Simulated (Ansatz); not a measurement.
# WC: the cost of one run

Computed with Ansatz 0.2.0 (DFT r2SCAN, scalar-relativistic, plane waves, PAW, unless a step's input says otherwise).

5 further runs of the same task are left out: 4 that didn't finish, 1 set aside as unsound or not needed.

### 1 The system as given

It takes space group Fm-3m (No. 225, cubic). The conventional cell has a = 4.385 Å, b = 4.385 Å, c = 4.385 Å, α = 90.00°, β = 90.00°, γ = 90.00°. W (site symmetry m-3m) has 6 C at 2.19 Å as nearest neighbours. C (site symmetry m-3m) has 6 W at 2.19 Å as nearest neighbours.

Coordinates:

```
CELL_PARAMETERS angstrom
0.00000 2.19268 2.19268
2.19268 0.00000 2.19268
2.19268 2.19268 0.00000
ATOMIC_POSITIONS crystal
W 0.00000 0.00000 0.00000
C 0.50000 0.50000 0.50000
```

It goes back to an entry of the Materials Project, which need not be the stable form.

The cell is taken as given, not relaxed at this level.

### 2 The reference cell

The reference gives a free energy of -10648.3393 eV, pressure -5.25 GPa, largest force 0.000 eV/Å and gap on the mesh none (metal). It was computed beforehand with the settings of the runs below.

### 3 Next: biaxial against axial strain

The cell is strained by p along both x and y and by q along z, with fractional coordinates fixed.

### 4 Point p = -0.080, q = -0.080

Contents of input.yaml:

```yaml
crystal:
  lattice:
    - [0.0, 2.01726928, 2.01726928]
    - [2.01726928, 0.0, 2.01726928]
    - [2.01726928, 2.01726928, 0.0]
  atoms:
    - { symbol: W, position: [0.0, 0.0, 0.0] }
    - { symbol: C, position: [0.5, 0.5, 0.5] }
basis:
  ecutwfc: 500
kpoints:
  mp_grid: { grid: [18, 18, 18] }
hamiltonian:
  xc: r2scan
scf:
  occupations: { method: gaussian, width: 0.15 }
output:
  forces: true
  stress: true
  eigenvalues: true
```

Launch:

```console
ansatz run input.yaml --threads 1 --pin off --max-ram 2560MiB --backend cpu --events-out ev --progress --plain --runs-dir out
```

Q: Estimate wall time and peak memory on 1 thread of Intel Xeon at 2.70GHz, shared host.

About 8.4 s, with a peak of 0.43 GiB.
